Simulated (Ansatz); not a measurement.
# C₃H₈SSi: one species, many methods

The task here is to estimate one member of a computed series from the others.

Computed with Ansatz 0.2.0, Gaussian basis. Level: functionals in def2-TZVPP, the program's frozen cores in correlated methods.

Plan: PBE-D4, r2SCAN-D4, PBE0-D4, B3LYP-D4, ωB97X-V, ωB97M-V, B2PLYP; CCSD(T)/def2-TZVPP; MP2/def2-QZVPP; extrapolation to the limit.

### The geometry

All runs share one geometry, relaxed beforehand with PBE0-D4 in a triple-zeta def2 set.

SMILES `CC1C[SiH2]S1`, 13 atoms, charge 0, spin multiplicity 1.

Atoms are counted from 1 here; the program's logs count them from 0.

Bond lengths: C1–C2 1.509 Å, C1–H6 1.092 Å, C1–H7 1.092 Å, C1–H8 1.095 Å, C2–C3 1.544 Å, C2–S5 1.868 Å, C2–H9 1.092 Å, C3–Si4 1.876 Å, C3–H10 1.091 Å, C3–H11 1.093 Å, Si4–S5 2.133 Å, Si4–H12 1.487 Å, Si4–H13 1.489 Å. Angles: C2–C1–H6 111.4°, C2–C1–H7 110.6°, C2–C1–H8 109.9°, H6–C1–H7 108.2°, H6–C1–H8 108.2°, H7–C1–H8 108.4°, C1–C2–C3 115.4°, C1–C2–S5 112.2°, C1–C2–H9 110.0°, C3–C2–S5 102.2°, C3–C2–H9 109.9°, S5–C2–H9 106.4°, C2–C3–Si4 93.9°, C2–C3–H10 114.0°, C2–C3–H11 110.0°, Si4–C3–H10 119.5°, Si4–C3–H11 110.3°, H10–C3–H11 108.4° and more.

As a file:

```
C    -1.8350   -0.0988    0.2629
C    -0.3935    0.2871    0.4882
C     0.6498   -0.7693    0.0646
Si    1.8112    0.4952   -0.6908
S     0.1091    1.7700   -0.5308
H    -2.5132    0.7112    0.5406
H    -2.0075   -0.3435   -0.7876
H    -2.0844   -0.9760    0.8685
H    -0.2402    0.5638    1.5334
H     1.0007   -1.3986    0.8836
H     0.2339   -1.4149   -0.7137
H     2.3229    0.2500   -2.0654
H     2.9667    0.8891    0.1613
```

Set-up of the first run:

File in.yaml:

```yaml
crystal:
  periodic: [false, false, false]
  atoms:
    - {symbol: C, position_ang: [-1.834954, -0.098765, 0.262881]}
    - {symbol: C, position_ang: [-0.393519, 0.287135, 0.488167]}
    - {symbol: C, position_ang: [0.649809, -0.769278, 0.064558]}
    - {symbol: Si, position_ang: [1.811210, 0.495225, -0.690839]}
    - {symbol: S, position_ang: [0.109101, 1.769965, -0.530784]}
    - {symbol: H, position_ang: [-2.513227, 0.711175, 0.540574]}
    - {symbol: H, position_ang: [-2.007525, -0.343517, -0.787606]}
    - {symbol: H, position_ang: [-2.084354, -0.975963, 0.868481]}
    - {symbol: H, position_ang: [-0.240156, 0.563848, 1.533446]}
    - {symbol: H, position_ang: [1.000668, -1.398601, 0.883596]}
    - {symbol: H, position_ang: [0.233920, -1.414912, -0.713666]}
    - {symbol: H, position_ang: [2.322851, 0.249961, -2.065355]}
    - {symbol: H, position_ang: [2.966677, 0.889127, 0.161348]}
basis:
  gaussian: {orbitals: def2-TZVPP}
hamiltonian: {xc: pbe, dispersion: d4}
output: {forces: true, orbitals: {seedname: orbitals}}
```

Command:

```
$ ansatz run in.yaml --threads 4 --pin off --events-out ev --progress --plain --max-ram 10444MiB
```

Steps of the session up to this table: PBE-D4 (GGA); r2SCAN-D4 (meta-GGA); PBE0-D4 (hybrid); B3LYP-D4 (hybrid); ωB97X-V (range-separated); ωB97M-V (range-separated); B2PLYP (double hybrid); CCSD(T) in def2-TZVPP; MP2 in def2-QZVPP.

One table of the session follows, with a row left open; its other results are not shown here.

| method | atomisation energy (kJ/mol) |
| --- | --- |
| PBE-D4 | 4920.5 |
| r2SCAN-D4 | 4859.7 |
| PBE0-D4 | ? |
| B3LYP-D4 | 4832.8 |
| ωB97X-V | 4868.3 |
| ωB97M-V | 4865.0 |
| B2PLYP | 4780.3 |
| HF/def2-TZVPP | 3611.5 |
| MP2/def2-TZVPP | 4779.0 |
| CCSD/def2-TZVPP | 4658.7 |
| CCSD(T)/def2-TZVPP | 4725.7 |
| MP2/CBS | 4898.3 |
| CCSD(T)/CBS | 4844.9 |

Q: Estimate the row for PBE0-D4 from the others.

The run gave: atomisation energy (kJ/mol): 4872.9. In the column «atomisation energy (kJ/mol)» it lies between ωB97X-V (4868.3) and MP2/CBS (4898.3).

Limits of these values: Free atoms (3 C, 1 Si, 1 S, 8 H) were run apart at each level; the atomisation energy is their sum less the molecule, without zero-point or spin-orbit terms.
